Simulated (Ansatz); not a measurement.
**GeAsH₃+ (quartet): the correlation ladder, cc-pVDZ**

An exercise on one series of results from a longer session: the logs are not shown, and one member is left open.

The runs use Ansatz 0.2.0, Gaussian basis; cc-pVDZ, core rule «outside noble gas», up to 28 orbitals frozen.

The runs, in order: UHF; CCSD(T) on ROHF; CCSD(T) on UHF; BCCD(T) on ROHF; CISD as a restricted active space (open shells left free, so some higher excitations enter); CCSDT(Q) on ROHF; CCSDT(Q) on UHF; CASSCF and MRCISD+Q, 11 electrons in 11 orbitals; CASSCF and NEVPT2, 11 electrons in 11 orbitals.

22 further runs of the same task are left out: 9 that didn't finish, 13 set aside as unsound or not needed. Runs told in other sessions of the task aren't counted.

### The geometry

The geometry is a PBE0/def2-TZVP stationary point (not a proven minimum) of the parent state, kept for this charge and spin. No spin-orbit coupling is included. The filled d shell of Ge, As may be among the frozen orbitals whatever the setting's name suggests.

5 atoms, charge 1, spin multiplicity 4.

Atoms are counted from 1 here; the program's logs count them from 0.

Bond lengths: Ge1–As2 2.423 Å, Ge1–H3 1.552 Å, Ge1–H4 1.552 Å, As2–H5 1.526 Å. Angles: As2–Ge1–H3 109.8°, As2–Ge1–H4 109.8°, H3–Ge1–H4 106.6°, Ge1–As2–H5 93.8°.

The first run:

in.yaml reads:

```yaml
crystal:
  periodic: [false, false, false]
  atoms:
    - {symbol: Ge, position_ang: [0.000000, -0.056595, 1.214134]}
    - {symbol: As, position_ang: [0.000000, 0.056163, -1.206338]}
    - {symbol: H, position_ang: [-1.244560, 0.682142, 1.773873]}
    - {symbol: H, position_ang: [1.244554, 0.682153, 1.773873]}
    - {symbol: H, position_ang: [0.000006, -1.460284, -1.378912]}
basis:
  gaussian: {orbitals: cc-pVDZ}
total_charge: 1
magnetization: {spin_polarized: true, initial_magnetization: 3}
hamiltonian: {xc: hf}
output: {orbitals: {seedname: orbitals}}
```

Launch:

```bash
$ ansatz run in.yaml --threads 1 --pin off --events-out ev --progress --plain --max-ram 2393MiB
```

Among the steps run: UHF; CCSD(T) on ROHF; CCSD(T) on UHF; BCCD(T) on ROHF; CISD as a restricted active space (open shells left free, so some higher excitations enter); CCSDT(Q) on ROHF; CCSDT(Q) on UHF; CASSCF and MRCISD+Q, 11 electrons in 11 orbitals; CASSCF and NEVPT2, 11 electrons in 11 orbitals.

One of the session's tables, all rows but one given; the rest of the session is left out.

```
          method  from UCCSDT(Q) (meV)
            ROHF               +5336.0
             UHF               +5185.4
            RMP2               +1238.1
            UMP2               +1222.5
            CISD                +554.1
           RCCSD                     ?
           UCCSD                +170.4
        RCCSD(T)                 +53.4
        UCCSD(T)                 +39.1
         BCCD(T)                 +52.6
          RCCSDT                 +19.8
          UCCSDT                  +5.3
       RCCSDT(Q)                 +14.5
       UCCSDT(Q)                     0
  CASSCF valence               +3489.7
  NEVPT2 valence                +926.7
  MRCISD valence                +262.0
MRCISD+Q valence                 +41.1
```

Q: Estimate the row for RCCSD from the others.

The run gave: from UCCSDT(Q) (meV): +188.1. In the column «from UCCSDT(Q) (meV)» it lies between UCCSD (+170.4) and MRCISD valence (+262.0).

Limits of these values: Restricted and unrestricted rows rest on different reference determinants; a gap between their highest levels can come from leftover correlation error, from unlike frozen cores or from another state.
